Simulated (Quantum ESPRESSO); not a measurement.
Mo:

```
Mo
1.0
    -1.59000    1.59000    1.59000
     1.59000   -1.59000    1.59000
     1.59000    1.59000   -1.59000
Mo
1
Direct
  0.00000 0.00000 0.00000
```

The cell was built by a generator and needn't be a form met in nature.

Base run:

* Program: Quantum ESPRESSO 7.5
* Functional: PBEsol
* Potentials or basis: GBRV 1.5 PBEsol
* Cutoff: 612 eV
* Density cutoff: 4898 eV
* k mesh: 18 × 18 × 18
* Occupations: methfessel-paxton, width 0.1 eV
* Spin: no spin polarisation

Its results: band gap on the k mesh none (metal or under the smearing width); pressure -13.0 GPa.

Task: The run is repeated on the same cell with these changes: functional from PBEsol to LDA; potentials or basis from GBRV 1.5 PBEsol to GBRV 1.5 LDA. What comes out?

Result: Band gap on the k mesh none (metal or under the smearing width); pressure -17.3 GPa.

Caveats: so large a pressure means that the cell lies far from this level's equilibrium, or that cutoff or potentials fall short (some runs).

Not every run made on this cell is shown here.
